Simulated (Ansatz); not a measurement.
Co: single point with PBE

The system is Co, a slab with vacuum.

```
CELL_PARAMETERS angstrom
2.47056 0.00000 0.00000
-1.23528 2.13957 0.00000
0.00000 0.00000 23.08823
ATOMIC_POSITIONS crystal
Co 0.00000 0.00000 0.32484
Co 0.33333 0.66667 0.41242
Co 0.00000 0.00000 0.50000
Co 0.66667 0.33333 0.58758
Co 0.00000 0.00000 0.67516
```

The cell isn't the ideal one: the (0 0 1) slab of Co, cut from the database cell, not relaxed.

```yaml
Program: Ansatz 0.2.0
Task: single point
Functional: PBE
Potentials_or_basis: all-electron LAPW, scalar-relativistic
Cutoff: 314 eV (chosen from the basis error)
Basis_error_allowed: 0.001 eV/atom
k_mesh: 12 × 12 × 1
Occupations: fermi-dirac, width 0.05 eV
Spin: collinear spin, ferromagnetic start
Starting_moments: "[2.0, 2.0, 2.0, 2.0, 2.0] μB"
```

```json
{
  "Largest force": "0.423 eV/Å",
  "Band gap on the k mesh": "none (metal or under the smearing width)",
  "Net moment": "8.44 μB per cell",
  "Absolute moment": "9.25 μB per cell",
  "Site moments": "Co +1.78, +1.73, +1.68 μB",
  "Work function": "5.00 eV"
}
```

Forces in eV/Å, atoms in the order of the input:
```
Co   0.000  0.000  0.283
Co   0.000  0.000 -0.423
Co   0.000  0.000  0.000
Co   0.000  0.000  0.423
Co   0.000  0.000 -0.283
```

Stress tensor (GPa, compression positive):
```
-0.17  0.00  0.00
 0.00 -0.17  0.00
 0.00  0.00 -0.76
```

Levels at points of the mesh, in eV from the Fermi level:
Spin up:
```tsv
k point	band 44	band 45	band 46	band 47	band 48	band 49	band 50	band 51
(0.00, 0.00, 0.00)	-1.19	-1.19	-1.05	-1.05	-0.89	-0.89	-0.69	-0.03
(0.00, -0.50, 0.00)	-0.48	-0.48	0.75	1.52	1.60	2.77	3.02	6.76
```
Spin down:
| k point | band 36 | band 37 | band 38 | band 39 | band 40 | band 41 |
| --- | --- | --- | --- | --- | --- | --- |
| (0.00, 0.00, 0.00) | -0.72 | -0.72 | -0.67 | -0.67 | -0.30 | 0.02 |
| (0.00, -0.50, 0.00) | 0.09 | 0.29 | 0.73 | 1.03 | 1.16 | 1.25 |

Wall time 58 s on 8 threads of Intel(R) Xeon(R) Processor @ 2.50GHz (Skylake/Cascade Lake) (shared host), peak memory 1.1 GiB.
